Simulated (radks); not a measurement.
**Exchange and kinetic functionals tested on atomic densities: Kr, Mo⁺, Au, Xe²⁵⁺, Mg**

Aim: take each self-consistent density and evaluate many functionals on it, against the exact exchange and kinetic energies of the same orbitals. Every spin shell is full or empty, so the densities are truly spherical.

Program: radks (a radial shooting solver on a logarithmic mesh, Libxc functionals) version 1. Level of theory: non-relativistic Kohn-Sham, exchange-only LDA, spin-polarised, spherical densities, point nucleus; open shells are filled with parallel spins first. These are calculated values, not measurements, unless marked.

### Step 1. The atom as given

- species: Kr ([Kr]), Mo⁺ ([Kr] 4d5), Au ([Xe] 4f14 5d10 6s1), Xe²⁵⁺ ([Ar] 3d10 4s1), Mg ([Ne] 3s2)

### Step 2. Kr, [Kr]

The run's settings:

```text
Z 36
configuration [Kr]
relativity non-relativistic
functional lda,
spin polarised
nucleus point
```

### Step 3. Mo⁺, [Kr] 4d5

The run's settings:

```text
Z 42
configuration [Kr] 4d5
relativity non-relativistic
functional lda,
spin polarised
nucleus point
```

### Step 4. Au, [Xe] 4f14 5d10 6s1

The run's settings:

```text
Z 79
configuration [Xe] 4f14 5d10 6s1
relativity non-relativistic
functional lda,
spin polarised
nucleus point
```

### Step 5. Xe²⁵⁺, [Ar] 3d10 4s1

The run's settings:

```text
Z 54
configuration [Ar] 3d10 4s1
relativity non-relativistic
functional lda,
spin polarised
nucleus point
```

### Step 6. Mg, [Ne] 3s2

The run's settings:

```text
Z 12
configuration [Ne] 3s2
relativity non-relativistic
functional lda,
spin polarised
nucleus point
```

Before running it: what results should come out? Wanted: for each run, error in magnitude; Kr; Mo⁺; Au; Xe²⁵⁺; Mg.

As calculated:

| error in magnitude (%) | Kr | Mo⁺ | Au | Xe²⁵⁺ | Mg |
| --- | --- | --- | --- | --- | --- |
| exchange, LDA | -5.50 | -5.19 | -3.77 | -5.41 | -8.49 |
| exchange, PBE | -0.39 | -0.41 | -0.30 | -0.59 | -0.33 |
| exchange, PW86 | +0.06 | -0.07 | -0.34 | -0.30 | +0.87 |
| exchange, OPTX | +0.90 | +1.06 | +1.93 | +1.07 | +0.10 |
| exchange, WC | -0.94 | -0.90 | -0.58 | -1.11 | -1.56 |
| exchange, AM05 | -5.06 | -4.80 | -3.58 | -4.93 | -7.30 |
| exchange, APBE | +0.45 | +0.38 | +0.30 | +0.19 | +0.90 |
| exchange, Tao-Mo | -0.64 | -0.73 | -0.79 | -0.93 | +0.21 |
| exchange, TASK | -2.40 | -2.33 | -1.81 | -2.17 | -2.90 |
| kinetic, Thomas-Fermi | -5.88 | -5.58 | -4.65 | -5.26 | -7.96 |
| kinetic, von Weizsacker | -53.71 | -56.00 | -64.47 | -57.44 | -33.87 |
| kinetic, TF + vW | +40.41 | +38.42 | +30.89 | +37.31 | +58.17 |
| kinetic, revAPBEK | +0.32 | +0.33 | +0.17 | +0.44 | +0.59 |
| kinetic, Perdew 92 | -0.73 | -0.68 | -0.69 | -0.52 | -0.60 |
| kinetic, Thakkar | -0.49 | -0.51 | -0.79 | -0.43 | -0.08 |
| kinetic, LKT | +21.73 | +20.51 | +15.96 | +20.00 | +33.95 |
| kinetic, PG1 | +17.16 | +16.16 | +12.44 | +15.83 | +27.70 |
| kinetic, DePristo-Kress | -0.09 | -0.07 | -0.21 | +0.04 | -0.15 |

In words: Negative means that the magnitude is too small. For exchange the mean absolute error is least for PW86 (0.33 %) and largest for LDA (5.67 %). Among the orbital-free kinetic functionals DePristo-Kress (0.11 %) does best and von Weizsacker (53.09 %) worst. The functionals are evaluated on one density each, not self-consistently.
